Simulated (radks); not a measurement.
# Yb in [Xe] 4f14 6s1 5d1: an all-electron calculation

Wanted: eigenvalues, radial structure and energy terms of neutral ytterbium.

Method: scalar-relativistic Kohn-Sham, PBE, spin-polarised, spherical densities, finite nucleus; open shells are filled with parallel spins first. Code: radks (a radial shooting solver on a logarithmic mesh, Libxc functionals) version 1.

**1. The system**

```
element            : ytterbium (Z = 70)
charge             : 0
electrons          : 70
configuration      : [Xe] 4f14 6s1 5d1
nuclear rms radius : 5.3108 fm
```

The outer shells:

Yb
```
[Xe] core
4f [↑↓][↑↓][↑↓][↑↓][↑↓][↑↓][↑↓]
6s [↑ ]
5d [↑ ][  ][  ][  ][  ]
```

**2. Self-consistent calculation**

Input:

```text
Z 70
configuration [Xe] 4f14 6s1 5d1
relativity scalar-relativistic
functional pbe,pbe
spin polarised
nucleus finite rms 5.3108 fm
c 137.035999084
```

Started as:

```bash
> python run_ks.py task.json out
```

The same process makes all the runs of this session.

What does the calculation give?

As calculated:

```
                        quantity                   value
                    total energy     -14058.0396 hartree
exchange-correlation share of it                  2.08 %
                            −T/E                  1.0895
          highest occupied level        5d up, -0.939 eV
    most extended occupied level  5d up, <r> = 4.06 bohr
 radius at density 0.001 e/bohr³               4.92 bohr
    maxima of the radial density                       4
```

The radial density shows 4 maxima for 6 occupied principal shells; where shells overlap, one shows as a shoulder or not at all. −T/E is 1.089: with relativity the kinetic term as defined here no longer equals −E. This is not the tabulated ground configuration, so its levels and sizes aren't those of the ground state, and no measured value stands beside it.
